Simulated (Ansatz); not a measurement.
**C₇H₁₃FHfN₂: up Jacob's ladder to CCSD(T)**

An exercise on one series of results from a longer session: the logs are not shown, and one member is left open.

Computed with Ansatz 0.2.0, Gaussian basis. Level: functionals in def2-TZVPP, the program's frozen cores in correlated methods.

Levels to be run: LDA (SPW92), PBE-D4, revPBE-D4, BLYP-D4, r2SCAN-D4, B97M-V, PBE0-D4, B3LYP-D4, r2SCANh-D4, r2SCAN0-D4, HSE06-D4, BHLYP-D4, CAM-B3LYP-D4, LC-ωPBE, ωB97X-V, ωB97M-V, B2PLYP, PBE-QIDH; CCSD(T)/def2-SVP; CCSD(T)/def2-TZVPP; MP2/def2-QZVPP; extrapolation to the limit; RPA on PBE.

**The geometry**

All runs share one geometry, relaxed beforehand with PBE0-D4 in a triple-zeta def2 set. Hf takes the def2 core potential; no spin-orbit term is included.

SMILES `CC[C@@]12[C@H]3[C@H]4[C@H]5[C@@H]1[Hf]4532([NH2])([NH2])[F]`, 24 atoms, charge 0, spin multiplicity 1.

Atoms are counted from 1 here; the program's logs count them from 0.

Bond lengths: C1–C2 1.523 Å, C1–H12 1.093 Å, C1–H13 1.093 Å, C1–H14 1.092 Å, C2–C3 1.498 Å, C2–H15 1.096 Å, C2–H16 1.093 Å, C3–C4 1.413 Å, C3–C7 1.419 Å, C3–Hf8 2.529 Å, C4–C5 1.408 Å, C4–Hf8 2.564 Å, C4–H17 1.081 Å, C5–C6 1.411 Å, C5–Hf8 2.565 Å, C5–H18 1.080 Å, C6–C7 1.412 Å, C6–Hf8 2.525 Å and more. Angles: C2–C1–H12 110.9°, C2–C1–H13 111.6°, C2–C1–H14 110.8°, H12–C1–H13 108.3°, H12–C1–H14 107.4°, H13–C1–H14 107.7°, C1–C2–C3 114.6°, C1–C2–H15 109.2°, C1–C2–H16 109.5°, C3–C2–H15 108.4°, C3–C2–H16 108.6°, H15–C2–H16 106.2°, C2–C3–C4 126.0°, C2–C3–C7 126.9°, C2–C3–Hf8 119.8°, C4–C3–C7 107.0°, C4–C3–Hf8 75.3°, C7–C3–Hf8 72.4° and more.

Set-up of the first run:

in.yaml

```yaml
crystal:
  periodic: [false, false, false]
  atoms:
    - {symbol: C, position_ang: [-0.322251, 1.953676, -1.896028]}
    - {symbol: C, position_ang: [-1.453665, 0.977566, -1.601586]}
    - {symbol: C, position_ang: [-1.269964, 0.165777, -0.355653]}
    - {symbol: C, position_ang: [-1.435293, -1.233380, -0.243755]}
    - {symbol: C, position_ang: [-1.220336, -1.609848, 1.096124]}
    - {symbol: C, position_ang: [-0.923612, -0.442479, 1.831652]}
    - {symbol: C, position_ang: [-0.952206, 0.651825, 0.939500]}
    - {symbol: Hf, position_ang: [1.025720, -0.706440, 0.248296]}
    - {symbol: N, position_ang: [1.787878, -2.126753, 1.500020]}
    - {symbol: N, position_ang: [2.348164, 0.823970, 0.548403]}
    - {symbol: F, position_ang: [1.384132, -1.156509, -1.601719]}
    - {symbol: H, position_ang: [0.607750, 1.420134, -2.110547]}
    - {symbol: H, position_ang: [-0.144042, 2.627563, -1.054782]}
    - {symbol: H, position_ang: [-0.556461, 2.566617, -2.768959]}
    - {symbol: H, position_ang: [-2.395787, 1.531448, -1.516899]}
    - {symbol: H, position_ang: [-1.575495, 0.295079, -2.446608]}
    - {symbol: H, position_ang: [-1.652051, -1.900027, -1.066783]}
    - {symbol: H, position_ang: [-1.259008, -2.616261, 1.486003]}
    - {symbol: H, position_ang: [-0.695959, -0.395010, 2.886749]}
    - {symbol: H, position_ang: [-0.762532, 1.682610, 1.200377]}
    - {symbol: H, position_ang: [2.771729, -2.361786, 1.462152]}
    - {symbol: H, position_ang: [1.331886, -2.744972, 2.151399]}
    - {symbol: H, position_ang: [2.582931, 1.544237, -0.120232]}
    - {symbol: H, position_ang: [2.778470, 1.052952, 1.432885]}
basis:
  gaussian: {orbitals: def2-TZVPP}
hamiltonian: {xc: lda}
output: {orbitals: {seedname: orbitals}}
```

Started as:

```sh
$ ansatz run in.yaml --threads 4 --pin off --events-out ev --progress --plain --max-ram 66560MiB --backend cuda --devices 0, --max-vram 37GiB
```

Steps of the session up to this table: LDA; PBE-D4 (GGA); revPBE-D4 (GGA); BLYP-D4 (GGA); r2SCAN-D4 (meta-GGA); B97M-V (meta-GGA); B3LYP-D4 (hybrid); r2SCANh-D4 (hybrid); r2SCAN0-D4 (hybrid); HSE06-D4 (hybrid); BHLYP-D4 (hybrid); CAM-B3LYP-D4 (range-separated); LC-ωPBE (range-separated); ωB97X-V (range-separated); ωB97M-V (range-separated); B2PLYP (double hybrid); PBE-QIDH (double hybrid).

One of the session's tables, all rows but one given; the rest of the session is left out.

It belongs to the step «Orbital energies across the functionals». 

```
  functional  HOMO (eV)  gap (eV)
 LDA (SPW92)      -5.62      4.38
      PBE-D4      -5.40      4.45
   revPBE-D4      -5.32      4.48
     BLYP-D4      -5.27      4.43
   r2SCAN-D4      -5.65      4.93
      B97M-V      -5.70      4.95
     PBE0-D4      -6.65      6.60
    B3LYP-D4      -6.43      6.15
  r2SCANh-D4      -6.13      5.72
  r2SCAN0-D4      -6.83      6.91
    HSE06-D4      -6.25      5.83
    BHLYP-D4          ?         ?
CAM-B3LYP-D4      -7.97      8.87
     LC-ωPBE      -9.30     11.28
     ωB97X-V      -8.95     10.76
     ωB97M-V      -8.86     10.17
```

Estimate the missing values for BHLYP-D4.

Worked estimate for «HOMO (eV)». Against the share of exact exchange, BLYP-D4 (0, -5.27), B3LYP-D4 (0.2, -6.43) give a slope of -5.80 per unit share; at 0.5 the line stands at -8.17.

**Answer.** HOMO (eV): -7.71; gap (eV): 8.49. In «HOMO (eV)» the line misses by -0.46.
